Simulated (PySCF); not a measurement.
# [Nd(NH3)3]3+: other functionals and bases at one geometry

The task here is to estimate one member of a computed series from the others.

Program: PySCF 2.14.0. Level of theory: several levels, as the steps say, no spin–orbit coupling. These are calculated values, not measurements.

4 further runs of the same task are left out: 2 for a known fault of the program, 1 that didn't finish, 1 set aside as unsound or not needed.

## Where the work starts

13 atoms, charge 3, spin multiplicity 1.

Bond lengths: Nd1–N2 2.484 Å, Nd1–N6 2.484 Å, Nd1–N10 2.484 Å, N2–H3 1.039 Å, N2–H4 1.038 Å, N2–H5 1.038 Å, N6–H7 1.039 Å, N6–H8 1.038 Å, N6–H9 1.038 Å, N10–H11 1.039 Å, N10–H12 1.038 Å, N10–H13 1.038 Å. Angles: N2–Nd1–N6 111.5°, N2–Nd1–N10 111.5°, N6–Nd1–N10 111.5°, Nd1–N2–H3 114.7°, Nd1–N2–H4 116.6°, Nd1–N2–H5 115.8°, H3–N2–H4 102.5°, H3–N2–H5 102.5°, H4–N2–H5 102.7°, Nd1–N6–H7 114.7°, Nd1–N6–H8 116.6°, Nd1–N6–H9 115.8°, H7–N6–H8 102.5°, H7–N6–H9 102.5°, H8–N6–H9 102.7°, Nd1–N10–H11 114.7°, Nd1–N10–H12 116.6°, Nd1–N10–H13 115.8° and more.

Coordinates:

```
Nd    0.00000    0.00000    0.74208
N     2.37050   -0.00148    0.00055
H     3.05641   -0.25324    0.73885
H     2.61599   -0.65484   -0.76733
H     2.73577    0.90566   -0.34617
N    -1.18397    2.05365    0.00055
H    -1.30889    2.77355    0.73885
H    -0.74088    2.59293   -0.76733
H    -2.15221    1.91642   -0.34617
N    -1.18653   -2.05217    0.00055
H    -1.74752   -2.52031    0.73885
H    -1.87510   -1.93809   -0.76733
H    -0.58356   -2.82207   -0.34617
```

Formal oxidation states: Nd +3. Each metal's 3 4f electrons lie in its core potential, so multiplicities, spins and levels count the valence alone. An earlier session relaxed this geometry at r2SCAN, Nd lcecp-1-SVP with ECP49, N def2-SVP, H def2-SVP (singlet, point group C3).

At r2SCAN on the finer grid: E = -202.376666 Eh, HOMO -23.05 eV, LUMO -16.76 eV, Mulliken charge on Nd1 +1.85 e, largest force component 0.028 eV/Å. 

Levels to run: revPBE; wB97X; B3LYP; BP86; r2SCAN, TZVP. Hardware: 2 threads of Arm Neoverse N1, shared host.

The first run:

The input, run.py (the lines that set the calculation):

```python
mol = gto.M(atom='''
Nd     0.00000     0.00000     0.74208
N      2.37050    -0.00148     0.00055
H      3.05641    -0.25324     0.73885
H      2.61599    -0.65484    -0.76733
H      2.73577     0.90566    -0.34617
N     -1.18397     2.05365     0.00055
H     -1.30889     2.77355     0.73885
H     -0.74088     2.59293    -0.76733
H     -2.15221     1.91642    -0.34617
N     -1.18653    -2.05217     0.00055
H     -1.74752    -2.52031     0.73885
H     -1.87510    -1.93809    -0.76733
H     -0.58356    -2.82207    -0.34617''',
    basis={'Nd': 'lcecp-1-SVP', 'N': 'def2-SVP', 'H': 'def2-SVP'},
    ecp={'Nd': 'lcecp-1-SVP'},
    charge=3, spin=0)
mf = dft.RKS(mol, xc='PBE_R,PBE')
mf.grids.atom_grid = (75, 302)  # f atoms: unpruned, at least (60, 302)
mf = mf.density_fit()  # fitting sets: Nd AutoAux, N def2-universal-JKFIT, H def2-universal-JKFIT
mf.conv_tol = 1e-08; mf.max_cycle = 55
mf.kernel(dm0)  # dm0: the density of the relaxed state
```

Launch:

```
$ OMP_NUM_THREADS=2 python run.py
```

Steps of the session up to this table: revPBE; wB97X; B3LYP; BP86; r2SCAN, TZVP.

One table of the session follows, with a row left open; its other results are not shown here.

```
                level  HOMO (eV)  gap (eV)  charge on Nd1 (e)  dipole (D)  largest force component (eV/Å)
r2SCAN (relaxed here)     -23.05      6.29               1.85        2.25                            0.03
               revPBE     -22.70      5.51               1.75        2.37                            0.29
                wB97X          ?         ?                  ?           ?                               ?
                B3LYP     -23.95      7.24               1.81        2.22                            0.08
                 BP86     -22.83      5.65               1.74        2.40                            0.34
         r2SCAN, TZVP     -22.94      6.30               2.14        2.26                            0.36
```

**Question.** Estimate the row for wB97X.

The run gave: HOMO (eV): -26.71; gap (eV): 12.69; charge on Nd1 (e): 1.90; dipole (D): 2.00; largest force component (eV/Å): 0.17. In the column «HOMO (eV)» it is the lowest.

The dipole of a charged species depends on the origin, so these sizes hold for this origin alone.

In one basis the HOMO–LUMO gap runs from 5.51 eV (revPBE) to 12.69 eV (wB97X). The largest leftover force, 0.36 eV/Å with r2SCAN, TZVP, stands at a geometry relaxed at another level. With 4f in the core, its levels are missing from HOMO and gap, and its count is fixed, so no charge can pass from the ligands into it. Total energies of different levels can't be compared.
